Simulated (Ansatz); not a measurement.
# Al2S3O12: the cost of one run

Method: DFT, PBE, plane-wave PAW, default files, scalar-relativistic, as far as a step names no other, in Ansatz 0.2.0.

1 further run of the same task is left out (it didn't finish).

**1. The system as given**

The structure is trigonal, space group R-3 (No. 148). Conventional cell: a = 8.032 Å, b = 8.032 Å, c = 21.360 Å, α = 90.00°, β = 90.00°, γ = 120.00°. Around Al (site symmetry 3) lie 6 O at 1.91 to 1.92 Å. Al (site symmetry 3) has 6 O at 1.92 Å as nearest neighbours. Around S (site symmetry 1) lie 4 O at 1.43 Å. O (site symmetry 1) has 1 S at 1.43 Å and 1 Al at 1.92 Å as nearest neighbours. O (site symmetry 1) has 1 S at 1.43 Å and 1 Al at 1.91 Å as nearest neighbours.

Coordinates:

```
CELL_PARAMETERS angstrom
4.01600 2.31864 7.12000
-4.01600 2.31864 7.12000
0.00000 -4.63728 7.12000
ATOMIC_POSITIONS crystal
Al 0.14400 0.14400 0.14400
Al 0.85600 0.85600 0.85600
Al 0.35600 0.35600 0.35600
Al 0.64400 0.64400 0.64400
S 0.55100 0.24000 0.97700
S 0.97700 0.55100 0.24000
S 0.24000 0.97700 0.55100
S 0.44900 0.76000 0.02300
S 0.02300 0.44900 0.76000
S 0.76000 0.02300 0.44900
O 0.39400 0.18100 0.03100
O 0.03100 0.39400 0.18100
O 0.18100 0.03100 0.39400
O 0.60600 0.81900 0.96900
O 0.96900 0.60600 0.81900
O 0.81900 0.96900 0.60600
O 0.74300 0.10500 0.89300
O 0.89300 0.74300 0.10500
O 0.10500 0.89300 0.74300
O 0.25700 0.89500 0.10700
O 0.10700 0.25700 0.89500
O 0.89500 0.10700 0.25700
O 0.52300 0.44100 0.83100
O 0.83100 0.52300 0.44100
O 0.44100 0.83100 0.52300
O 0.47700 0.55900 0.16900
O 0.16900 0.47700 0.55900
O 0.55900 0.16900 0.47700
O 0.54300 0.23500 0.15200
O 0.15200 0.54300 0.23500
O 0.23500 0.15200 0.54300
O 0.45700 0.76500 0.84800
O 0.84800 0.45700 0.76500
O 0.76500 0.84800 0.45700
```

**2. Gradients at the starting positions**

Input file input.yaml:

```yaml
crystal:
  lattice:
    - [4.016, 2.3186386811, 7.12]
    - [-4.016, 2.3186386811, 7.12]
    - [0.0, -4.6372773621, 7.12]
  atoms:
    - { symbol: Al, position: [0.144, 0.144, 0.144] }
    - { symbol: Al, position: [0.856, 0.856, 0.856] }
    - { symbol: Al, position: [0.356, 0.356, 0.356] }
    - { symbol: Al, position: [0.644, 0.644, 0.644] }
    - { symbol: S, position: [0.551, 0.24, 0.977] }
    - { symbol: S, position: [0.977, 0.551, 0.24] }
    - { symbol: S, position: [0.24, 0.977, 0.551] }
    - { symbol: S, position: [0.449, 0.76, 0.023] }
    - { symbol: S, position: [0.023, 0.449, 0.76] }
    - { symbol: S, position: [0.76, 0.023, 0.449] }
    - { symbol: O, position: [0.394, 0.181, 0.031] }
    - { symbol: O, position: [0.031, 0.394, 0.181] }
    - { symbol: O, position: [0.181, 0.031, 0.394] }
    - { symbol: O, position: [0.606, 0.819, 0.969] }
    - { symbol: O, position: [0.969, 0.606, 0.819] }
    - { symbol: O, position: [0.819, 0.969, 0.606] }
    - { symbol: O, position: [0.743, 0.105, 0.893] }
    - { symbol: O, position: [0.893, 0.743, 0.105] }
    - { symbol: O, position: [0.105, 0.893, 0.743] }
    - { symbol: O, position: [0.257, 0.895, 0.107] }
    - { symbol: O, position: [0.107, 0.257, 0.895] }
    - { symbol: O, position: [0.895, 0.107, 0.257] }
    - { symbol: O, position: [0.523, 0.441, 0.831] }
    - { symbol: O, position: [0.831, 0.523, 0.441] }
    - { symbol: O, position: [0.441, 0.831, 0.523] }
    - { symbol: O, position: [0.477, 0.559, 0.169] }
    - { symbol: O, position: [0.169, 0.477, 0.559] }
    - { symbol: O, position: [0.559, 0.169, 0.477] }
    - { symbol: O, position: [0.543, 0.235, 0.152] }
    - { symbol: O, position: [0.152, 0.543, 0.235] }
    - { symbol: O, position: [0.235, 0.152, 0.543] }
    - { symbol: O, position: [0.457, 0.765, 0.848] }
    - { symbol: O, position: [0.848, 0.457, 0.765] }
    - { symbol: O, position: [0.765, 0.848, 0.457] }
kpoints:
  mp_grid: { grid: [4, 4, 4] }
scf:
  occupations: { method: fermi_dirac, width: 0.02 }
hamiltonian:
  xc: pbe
  pseudopotentials: { kind: paw }
output:
  forces: true
  stress: true
  populations: true
  efg:
    quadrupole_moments_barn: { Al: 0.1466, S: -0.0694, O: -0.02558 }
    contact_densities: true
```

Started as:

```sh
ansatz run input.yaml --threads 1 --pin off --max-ram 3072MiB --backend cpu --events-out ev --progress --plain --runs-dir out
```

What time and memory should one allow on 1 thread of an x86-64 CPU, shared host?

About 60 s, with a peak of 1.1 GiB.
